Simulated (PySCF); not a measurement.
# IrNOH: a ladder of methods, part 2 of 2

PySCF 2.14.0; several methods at the PBE0 geometry, basis Ir def2-TZVP with ECP60, N def2-TZVP, O def2-TZVP, H def2-TZVP, scalar-relativistic core potentials, no spin–orbit coupling, density fitting.

## Step 6: r2SCAN

File scf.py:

```python
from pyscf import gto, scf, dft
mol = gto.M(atom='''
Ir    -0.050824    -0.093878     0.049330
N      0.420798     0.684225     1.475299
O      0.152441     0.514063    -1.752183
H      1.033510     0.394391    -2.121265''',
    basis={'Ir': 'def2-TZVP', 'N': 'def2-TZVP', 'O': 'def2-TZVP', 'H': 'def2-TZVP'},
    ecp={'Ir': 'def2-TZVP'},
    charge=0, spin=3)
mf = dft.UKS(mol, xc='R2SCAN')
mf.grids.atom_grid = (99, 590)
aux = {'Ir': 'def2-universal-JKFIT', 'N': 'def2-universal-JKFIT', 'O': 'def2-universal-JKFIT', 'H': 'def2-universal-JKFIT'}
mf = mf.density_fit(auxbasis=aux)
mf.kernel()
```

Log:

```text
init E= -234.870328945572
[... the frontier-level lines of each cycle are left out ...]
cycle= 1 E= -234.871669266143  delta_E= -0.00134  |g|= 0.0308  |ddm|= 0.144
cycle= 2 E= -234.868630500685  delta_E= 0.00304  |g|= 0.0904  |ddm|= 0.086
cycle= 3 E= -234.872127048757  delta_E= -0.0035  |g|= 0.00972  |ddm|= 0.0568
cycle= 4 E= -234.872111399125  delta_E= 1.56e-05  |g|= 0.0113  |ddm|= 0.0124
cycle= 5 E= -234.872164201158  delta_E= -5.28e-05  |g|= 0.00335  |ddm|= 0.00816
cycle= 6 E= -234.872173440554  delta_E= -9.24e-06  |g|= 0.00117  |ddm|= 0.00667
cycle= 7 E= -234.87217746213  delta_E= -4.02e-06  |g|= 0.000748  |ddm|= 0.00509
cycle= 8 E= -234.872182635019  delta_E= -5.17e-06  |g|= 0.000574  |ddm|= 0.00789
cycle= 9 E= -234.87218832786  delta_E= -5.69e-06  |g|= 0.0005  |ddm|= 0.01
cycle= 10 E= -234.872194187704  delta_E= -5.86e-06  |g|= 0.000436  |ddm|= 0.0123
cycle= 11 E= -234.872201767465  delta_E= -7.58e-06  |g|= 0.00029  |ddm|= 0.0229
cycle= 12 E= -234.872204296209  delta_E= -2.53e-06  |g|= 0.00017  |ddm|= 0.0146
cycle= 13 E= -234.872204922556  delta_E= -6.26e-07  |g|= 7.56e-05  |ddm|= 0.00829
cycle= 14 E= -234.872205008691  delta_E= -8.61e-08  |g|= 2.15e-05  |ddm|= 0.00346
cycle= 15 E= -234.872205013893  delta_E= -5.2e-09  |g|= 1.49e-05  |ddm|= 0.00101
cycle= 16 E= -234.872205013661  delta_E= 2.32e-10  |g|= 2.95e-05  |ddm|= 7.63e-05
Extra cycle  E= -234.872205003315  delta_E= 1.03e-08  |g|= 0.000159  |ddm|= 0.000108
SCF not converged.
init E= -234.870328945572
cycle= 1 E= -234.87181167244  delta_E= -0.00148  |g|= 0.0154  |ddm|= 0.0905
cycle= 2 E= -234.872000975534  delta_E= -0.000189  |g|= 0.0123  |ddm|= 0.0335
cycle= 3 E= -234.872094990631  delta_E= -9.4e-05  |g|= 0.00509  |ddm|= 0.0182
cycle= 4 E= -234.872123619343  delta_E= -2.86e-05  |g|= 0.00342  |ddm|= 0.00803
cycle= 5 E= -234.872138805735  delta_E= -1.52e-05  |g|= 0.00237  |ddm|= 0.00617
cycle= 6 E= -234.872147627353  delta_E= -8.82e-06  |g|= 0.00131  |ddm|= 0.00395
cycle= 7 E= -234.872153622558  delta_E= -6e-06  |g|= 0.000885  |ddm|= 0.00364
cycle= 8 E= -234.87215723006  delta_E= -3.61e-06  |g|= 0.000709  |ddm|= 0.00271
cycle= 9 E= -234.87215981332  delta_E= -2.58e-06  |g|= 0.000636  |ddm|= 0.0023
cycle= 10 E= -234.872161832002  delta_E= -2.02e-06  |g|= 0.000555  |ddm|= 0.00207
cycle= 11 E= -234.872163419832  delta_E= -1.59e-06  |g|= 0.000487  |ddm|= 0.00178
cycle= 12 E= -234.872164872808  delta_E= -1.45e-06  |g|= 0.000477  |ddm|= 0.00178
cycle= 13 E= -234.872166104084  delta_E= -1.23e-06  |g|= 0.000436  |ddm|= 0.00153
cycle= 14 E= -234.872167392234  delta_E= -1.29e-06  |g|= 0.000453  |ddm|= 0.00171
cycle= 15 E= -234.872168561624  delta_E= -1.17e-06  |g|= 0.000424  |ddm|= 0.00153
cycle= 16 E= -234.872169697967  delta_E= -1.14e-06  |g|= 0.000425  |ddm|= 0.00153
cycle= 17 E= -234.872171010802  delta_E= -1.31e-06  |g|= 0.0005  |ddm|= 0.00187
cycle= 18 E= -234.872172158578  delta_E= -1.15e-06  |g|= 0.000435  |ddm|= 0.00155
cycle= 19 E= -234.872173571153  delta_E= -1.41e-06  |g|= 0.000617  |ddm|= 0.00216
cycle= 20 E= -234.872175214488  delta_E= -1.64e-06  |g|= 0.000864  |ddm|= 0.00268
cycle= 21 E= -234.872176762482  delta_E= -1.55e-06  |g|= 0.000733  |ddm|= 0.00218
cycle= 22 E= -234.872178067108  delta_E= -1.3e-06  |g|= 0.000598  |ddm|= 0.00184
cycle= 23 E= -234.872179665512  delta_E= -1.6e-06  |g|= 0.00121  |ddm|= 0.00339
cycle= 24 E= -234.872181434812  delta_E= -1.77e-06  |g|= 0.00181  |ddm|= 0.00449
cycle= 25 E= -234.872183717044  delta_E= -2.28e-06  |g|= 0.00159  |ddm|= 0.0036
cycle= 26 E= -234.872185713053  delta_E= -2e-06  |g|= 0.00123  |ddm|= 0.00277
cycle= 27 E= -234.872187261733  delta_E= -1.55e-06  |g|= 0.00113  |ddm|= 0.00262
cycle= 28 E= -234.87218865923  delta_E= -1.4e-06  |g|= 0.000833  |ddm|= 0.00206
cycle= 29 E= -234.872189742295  delta_E= -1.08e-06  |g|= 0.00152  |ddm|= 0.00377
cycle= 30 E= -234.872191148141  delta_E= -1.41e-06  |g|= 0.00171  |ddm|= 0.00383
cycle= 31 E= -234.872192706608  delta_E= -1.56e-06  |g|= 0.00165  |ddm|= 0.00357
cycle= 32 E= -234.87219424276  delta_E= -1.54e-06  |g|= 0.00144  |ddm|= 0.00307
cycle= 33 E= -234.872195586257  delta_E= -1.34e-06  |g|= 0.00116  |ddm|= 0.00249
cycle= 34 E= -234.872196535274  delta_E= -9.49e-07  |g|= 0.00123  |ddm|= 0.00272
cycle= 35 E= -234.872197136335  delta_E= -6.01e-07  |g|= 0.00171  |ddm|= 0.00372
cycle= 36 E= -234.872198167556  delta_E= -1.03e-06  |g|= 0.00166  |ddm|= 0.00342
cycle= 37 E= -234.872199141258  delta_E= -9.74e-07  |g|= 0.00159  |ddm|= 0.00321
cycle= 38 E= -234.872200124473  delta_E= -9.83e-07  |g|= 0.00139  |ddm|= 0.00275
cycle= 39 E= -234.872200984589  delta_E= -8.6e-07  |g|= 0.00115  |ddm|= 0.00229
cycle= 40 E= -234.872201597756  delta_E= -6.13e-07  |g|= 0.00108  |ddm|= 0.00216
cycle= 41 E= -234.872202149932  delta_E= -5.52e-07  |g|= 0.000942  |ddm|= 0.00188
cycle= 42 E= -234.872202702494  delta_E= -5.53e-07  |g|= 0.000524  |ddm|= 0.00113
cycle= 43 E= -234.872202707093  delta_E= -4.6e-09  |g|= 0.0011  |ddm|= 0.00246
cycle= 44 E= -234.872203141214  delta_E= -4.34e-07  |g|= 0.000905  |ddm|= 0.00175
cycle= 45 E= -234.872203391145  delta_E= -2.5e-07  |g|= 0.000923  |ddm|= 0.00181
cycle= 46 E= -234.87220364811  delta_E= -2.57e-07  |g|= 0.000879  |ddm|= 0.00168
cycle= 47 E= -234.872203856467  delta_E= -2.08e-07  |g|= 0.00086  |ddm|= 0.00163
cycle= 48 E= -234.872204088724  delta_E= -2.32e-07  |g|= 0.000753  |ddm|= 0.00142
cycle= 49 E= -234.872204093866  delta_E= -5.14e-09  |g|= 0.000955  |ddm|= 0.00188
cycle= 50 E= -234.872204075165  delta_E= 1.87e-08  |g|= 0.0011  |ddm|= 0.00212
cycle= 51 E= -234.872204033568  delta_E= 4.16e-08  |g|= 0.00122  |ddm|= 0.00228
cycle= 52 E= -234.872204327367  delta_E= -2.94e-07  |g|= 0.000961  |ddm|= 0.00162
cycle= 53 E= -234.872204525092  delta_E= -1.98e-07  |g|= 0.000783  |ddm|= 0.0013
cycle= 54 E= -234.872204619428  delta_E= -9.43e-08  |g|= 0.000707  |ddm|= 0.00119
cycle= 55 E= -234.872204746374  delta_E= -1.27e-07  |g|= 0.000542  |ddm|= 0.00087
cycle= 56 E= -234.872204821  delta_E= -7.46e-08  |g|= 0.000433  |ddm|= 0.000688
cycle= 57 E= -234.87220487106  delta_E= -5.01e-08  |g|= 0.000345  |ddm|= 0.000545
cycle= 58 E= -234.872204924571  delta_E= -5.35e-08  |g|= 0.00021  |ddm|= 0.000328
cycle= 59 E= -234.872204955037  delta_E= -3.05e-08  |g|= 0.000125  |ddm|= 0.000209
cycle= 60 E= -234.872204967731  delta_E= -1.27e-08  |g|= 9.83e-05  |ddm|= 0.000156
cycle= 61 E= -234.872204983124  delta_E= -1.54e-08  |g|= 4.87e-05  |ddm|= 0.000197
cycle= 62 E= -234.87220499047  delta_E= -7.35e-09  |g|= 4.36e-05  |ddm|= 0.000135
cycle= 63 E= -234.872204995003  delta_E= -4.53e-09  |g|= 8.55e-05  |ddm|= 0.000218
cycle= 64 E= -234.872204999658  delta_E= -4.66e-09  |g|= 2.94e-05  |ddm|= 8.57e-05
cycle= 65 E= -234.872205001633  delta_E= -1.97e-09  |g|= 2.82e-05  |ddm|= 7.54e-05
cycle= 66 E= -234.872205003202  delta_E= -1.57e-09  |g|= 2.98e-05  |ddm|= 7.69e-05
cycle= 67 E= -234.872205004331  delta_E= -1.13e-09  |g|= 1.68e-05  |ddm|= 4.79e-05
cycle= 68 E= -234.872205004974  delta_E= -6.43e-10  |g|= 1.03e-05  |ddm|= 3.36e-05
Extra cycle  E= -234.872205006415  delta_E= -1.44e-09  |g|= 1.23e-05  |ddm|= 0.000105
converged SCF energy = -234.872205006415  <S^2> = 3.7641936  2S+1 = 4.0070905
```

This level, with the species of one electron less or more, ran for 38 s (8 threads, shared host).

| Quantity | Value |
| --- | --- |
| energy | -234.872205 Eh |
| one electron less (charge +1) | -234.552493 Eh (triplet, ⟨S²⟩ 2.02) |
| Mulliken charge of Ir1 | +0.66 e |

## Step 7: B3LYP

scf.py, as its differences from that of step 6:

```diff
@@ -10 +10 @@
-mf = dft.UKS(mol, xc='R2SCAN')
+mf = dft.UKS(mol, xc='B3LYP')
```

Log:

```text
init E= -234.911249271403
[... the frontier-level lines of each cycle are left out ...]
cycle= 1 E= -234.91235773798  delta_E= -0.00111  |g|= 0.0359  |ddm|= 0.087
cycle= 2 E= -234.906309005978  delta_E= 0.00605  |g|= 0.127  |ddm|= 0.0856
cycle= 3 E= -234.912741119298  delta_E= -0.00643  |g|= 0.0188  |ddm|= 0.0759
cycle= 4 E= -234.912851202932  delta_E= -0.00011  |g|= 0.00728  |ddm|= 0.0126
cycle= 5 E= -234.912873330917  delta_E= -2.21e-05  |g|= 0.00121  |ddm|= 0.00488
cycle= 6 E= -234.912875182988  delta_E= -1.85e-06  |g|= 0.00058  |ddm|= 0.00253
cycle= 7 E= -234.912875702034  delta_E= -5.19e-07  |g|= 0.000356  |ddm|= 0.00134
cycle= 8 E= -234.912875905555  delta_E= -2.04e-07  |g|= 9.19e-05  |ddm|= 0.00109
cycle= 9 E= -234.912875924851  delta_E= -1.93e-08  |g|= 5e-05  |ddm|= 0.00028
cycle= 10 E= -234.912875934407  delta_E= -9.56e-09  |g|= 2.75e-05  |ddm|= 0.000181
cycle= 11 E= -234.912875942258  delta_E= -7.85e-09  |g|= 2.23e-05  |ddm|= 0.000186
cycle= 12 E= -234.912875950024  delta_E= -7.77e-09  |g|= 1.95e-05  |ddm|= 0.00021
cycle= 13 E= -234.912875959171  delta_E= -9.15e-09  |g|= 1.77e-05  |ddm|= 0.000276
cycle= 14 E= -234.912875965528  delta_E= -6.36e-09  |g|= 1.84e-05  |ddm|= 0.000213
cycle= 15 E= -234.912875977953  delta_E= -1.24e-08  |g|= 1.95e-05  |ddm|= 0.000479
cycle= 16 E= -234.912875992249  delta_E= -1.43e-08  |g|= 1.25e-05  |ddm|= 0.000748
cycle= 17 E= -234.912876000203  delta_E= -7.95e-09  |g|= 5.55e-06  |ddm|= 0.000752
cycle= 18 E= -234.912876001719  delta_E= -1.52e-09  |g|= 3.15e-06  |ddm|= 0.000348
cycle= 19 E= -234.912876001932  delta_E= -2.12e-10  |g|= 2.04e-06  |ddm|= 0.000131
Extra cycle  E= -234.912876001936  delta_E= -4.04e-12  |g|= 4.26e-06  |ddm|= 6.73e-06
converged SCF energy = -234.912876001936  <S^2> = 3.7628477  2S+1 = 4.0064187
```

This level, with the species of one electron less or more, took 7.5 s.

| Property | Result |
| --- | --- |
| energy | -234.912876 Eh |
| one electron less (charge +1) | -234.589616 Eh (triplet, ⟨S²⟩ 2.02) |
| Mulliken charge of Ir1 | +0.67 e |

## Step 8: TPSSh

scf.py, as its differences from that of step 7:

```diff
@@ -10 +10 @@
-mf = dft.UKS(mol, xc='B3LYP')
+mf = dft.UKS(mol, xc='TPSSH')
```

Log:

```text
init E= -234.856928014458
[... the frontier-level lines of each cycle are left out ...]
cycle= 1 E= -234.857175292872  delta_E= -0.000247  |g|= 0.0419  |ddm|= 0.0706
cycle= 2 E= -234.841470172042  delta_E= 0.0157  |g|= 0.197  |ddm|= 0.135
cycle= 3 E= -234.857910179737  delta_E= -0.0164  |g|= 0.00696  |ddm|= 0.113
cycle= 4 E= -234.8579273746  delta_E= -1.72e-05  |g|= 0.00268  |ddm|= 0.00724
cycle= 5 E= -234.857929852603  delta_E= -2.48e-06  |g|= 0.00227  |ddm|= 0.0029
cycle= 6 E= -234.857932652516  delta_E= -2.8e-06  |g|= 0.000598  |ddm|= 0.00213
cycle= 7 E= -234.857933600617  delta_E= -9.48e-07  |g|= 0.000314  |ddm|= 0.0024
cycle= 8 E= -234.857933812174  delta_E= -2.12e-07  |g|= 0.000147  |ddm|= 0.0011
cycle= 9 E= -234.857933917454  delta_E= -1.05e-07  |g|= 8.47e-05  |ddm|= 0.000803
cycle= 10 E= -234.85793399255  delta_E= -7.51e-08  |g|= 7.17e-05  |ddm|= 0.000673
cycle= 11 E= -234.857934077446  delta_E= -8.49e-08  |g|= 6.5e-05  |ddm|= 0.000834
cycle= 12 E= -234.857934206065  delta_E= -1.29e-07  |g|= 5.62e-05  |ddm|= 0.00144
cycle= 13 E= -234.857934410204  delta_E= -2.04e-07  |g|= 3.58e-05  |ddm|= 0.00324
cycle= 14 E= -234.857934488723  delta_E= -7.85e-08  |g|= 1.97e-05  |ddm|= 0.00258
cycle= 15 E= -234.857934499065  delta_E= -1.03e-08  |g|= 1.85e-05  |ddm|= 0.00104
cycle= 16 E= -234.857934499884  delta_E= -8.19e-10  |g|= 7.76e-06  |ddm|= 0.000263
Extra cycle  E= -234.857934499552  delta_E= 3.32e-10  |g|= 2.98e-05  |ddm|= 2.28e-05
converged SCF energy = -234.857934499552  <S^2> = 3.762319  2S+1 = 4.0061548
```

This level, with the species of one electron less or more, took 14 s.

| Item | Value |
| --- | --- |
| energy | -234.857934 Eh |
| one electron less (charge +1) | -234.541565 Eh (triplet, ⟨S²⟩ 2.02) |
| Mulliken charge of Ir1 | +0.66 e |

## Step 9: All levels side by side

| level | atomisation energy (kJ/mol) | vertical ionisation energy (eV) | −ε(HOMO) (eV) | gap (eV) | dipole (D) | wall time |
| --- | --- | --- | --- | --- | --- | --- |
| PBE0 | 1140 | 8.83 | 6.45 | 1.97 | 2.22 | 2.6 s |
| HF | 399 | 8.32 | 10.31 | 10.22 | 2.27 | 7.3 s |
| MP2 | 1109 | 9.82 | – | – | – | 7.3 s |
| PBE | 1289 | 8.47 | 4.85 | -1.05 | 2.23 | 8.5 s |
| r2SCAN | 1195 | 8.70 | 5.27 | -0.14 | 2.25 | 38 s |
| B3LYP | 1136 | 8.80 | 6.16 | 1.17 | 2.21 | 7.5 s |
| TPSSh | 1164 | 8.61 | 5.58 | 0.50 | 2.24 | 14 s |

Times are for 8 threads, shared host; PBE0 starts from its own converged density, so its time is not comparable. A dash stands where a species or a free atom was not run at that level, or the quantity is not defined.

Atomisation goes to high-spin atoms in their ground configurations, run at the same level, without zero-point energy.

## Step 10: What came out

What follows sums up all 2 parts.

| quantity | value |
| --- | --- |
| atomisation energy, range | 399 (HF) to 1289 (PBE) kJ/mol |
| vertical ionisation energy, range | 8.32 (HF) to 9.82 (MP2) eV |
| orbital gap, range | -1.05 (PBE) to 10.22 (HF) eV |

In words: The atomisation energy spreads over 890 kJ/mol, from HF to PBE; without a CCSD(T) value for it there is no yardstick here. A negative gap means that an empty level lies below a filled one. Spin contamination is strong in at least one of the open-shell species at HF, MP2. Open d and f shells are described by one determinant, and the ground state may have another occupation or spin. With an element this heavy the missing spin–orbit coupling can shift these numbers.
